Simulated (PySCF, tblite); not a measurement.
# C₆H₇BF₂Si: geometry, infrared bands and NMR shifts

Aim: predict the infrared bands and NMR shifts of C₆H₇BF₂Si (`CC#C[SiH2]CC#CB(F)F`).

Computed with tblite 0.8.0 and PySCF 2.14.0, with density-fitted response routines of our own, on a single molecule in the gas phase. Atoms count from 0, in the outputs and in this text.

## (1) Starting geometry

17 atoms, charge 0, multiplicity 1; geometry from: force field or distance geometry start.

Bonds of the start (Å): C0–C1 1.48, C1–C2 1.19, C2–Si3 1.85, Si3–C4 1.87, C4–C5 1.46, C5–C6 1.20, C6–B7 1.55, B7–F8 1.46, B7–F9 1.46, C0–H10 1.12, C0–H11 1.10, C0–H12 1.12, Si3–H13 1.47, Si3–H14 1.46, C4–H15 1.12, C4–H16 1.11.

## (2) Geometry optimisation with GFN2-xTB

The job: settings as JSON, then the geometry in Å.

```
{"job": {"kind": "relax", "xc": "GFN2-xTB", "basis": "xTB"}, "charge": 0, "multiplicity": 1}
C      4.375700    -0.593700     0.297900
C      3.046500    -0.001000     0.008500
C      1.970200     0.459400    -0.210400
Si     0.290500     1.153200    -0.573800
C     -0.934900    -0.234200    -0.320700
C     -2.292600     0.236200    -0.042300
C     -3.399700     0.632100     0.176200
B     -4.844700     1.117300     0.463100
F     -5.279800     0.931500     1.846700
F     -5.864400     1.090000    -0.577700
H      4.549800    -0.369000     1.380600
H      5.154900    -0.202100    -0.366700
H      4.332600    -1.712100     0.197100
H      0.307600     1.510100    -1.999600
H      0.086000     2.298200     0.310100
H     -0.614000    -0.763000     0.614100
H     -0.890600    -0.891200    -1.213000
```

On the command line:

```sh
OMP_NUM_THREADS=1 python probes_run.py task.json out
```

One launch serves the whole session: the jobs run in the order shown.

**Question.** This job is followed by: GFN2-xTB harmonic vibrations, gas phase; GIAO PBE0/pcSseg-1 NMR shielding, non-relativistic, gas phase. What will the session give for the following? strongest single infrared mode (GFN2-xTB); zero-point energy (GFN2-xTB); ¹³C shifts against TMS (PBE0/pcSseg-1); ¹H shifts against TMS (PBE0/pcSseg-1, means over atoms taken as alike); ²⁹Si shifts against TMS (PBE0/pcSseg-1); ¹¹B shifts against BF3·OEt2 (PBE0/pcSseg-1); ¹⁹F shifts against CFCl3 (PBE0/pcSseg-1, means over atoms taken as alike).

As calculated:

| quantity | value |
| --- | --- |
| strongest single infrared mode (GFN2-xTB) | 2300 cm⁻¹, 923 km/mol |
| zero-point energy (GFN2-xTB) | 67.8 kcal/mol |
| ¹³C shifts against TMS (PBE0/pcSseg-1) | 116.6, 114.9, 80.5, 79.7, 7.3, 6.0 ppm |
| ¹H shifts against TMS (PBE0/pcSseg-1, means over atoms taken as alike) | 4.55, 2.12, 2.08 ppm |
| ²⁹Si shifts against TMS (PBE0/pcSseg-1) | -65.8 ppm |
| ¹¹B shifts against BF3·OEt2 (PBE0/pcSseg-1) | 15.5 ppm |
| ¹⁹F shifts against CFCl3 (PBE0/pcSseg-1, means over atoms taken as alike) | -75.2 ppm |

**Reading.** Relaxing lowered the energy by 1.072 eV in 136 steps; the close pair that moved most is B7–F8, from 1.462 to 1.325 Å. The lowest mode is imaginary (21i cm⁻¹), so the xTB geometry is not a minimum. The strongest single mode, at 2300 cm⁻¹, moves mainly C5 and C6. Unscaled tight-binding wavenumbers are off by several per cent, some by more. Its intensities can rank the bands wrongly.
